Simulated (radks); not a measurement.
# He⁺ in 1s1: an all-electron calculation

What are the levels of the helium ion He+, how large are its shells, and how does its energy divide?

Program: radks (a radial shooting solver on a logarithmic mesh, Libxc functionals) version 1. Level of theory: non-relativistic Kohn-Sham, PBE, spin-polarised, spherical densities, point nucleus; open shells are filled with parallel spins first. These are calculated values, not measurements, unless marked.

**1. The system**

```
element       : helium (Z = 2)
charge        : +1
electrons     : 1
configuration : 1s1
```

The outer shells:

He⁺
```
1s [↑ ]
```

**2. The calculation**

Input:

```text
Z 2
configuration 1s1 2s0 2p0
relativity non-relativistic
functional pbe,pbe
spin polarised
nucleus point
```

On the command line:

```console
$ python run_ks.py task.json out
```

This one command runs every case of the session in turn.

What does the calculation give?

The runs gave:

| quantity | value |
| --- | --- |
| total energy | -1.99377 hartree |
| exchange-correlation share of it | 30.77 % |
| −T/E | 0.9970 |
| highest occupied level | 1s up, -42.039 eV |
| most extended occupied level | 1s up, <r> = 0.761 bohr |
| radius at density 0.001 e/bohr³ | 1.99 bohr |
| maxima of the radial density | 1 |
| ionisation energy, NIST | 54.418 (theory) eV |

**Reading.** 1 principal shells are occupied and 1 maxima appear in the radial density. The ratio −T/E is 0.9970; for a non-relativistic Coulomb system it is 1 up to the kinetic part of correlation. The top level binds by 42.039 eV, 77 % of the NIST ionisation energy of 54.418 eV; the potential of a semilocal functional falls off too fast, so its top eigenvalue is too shallow. 
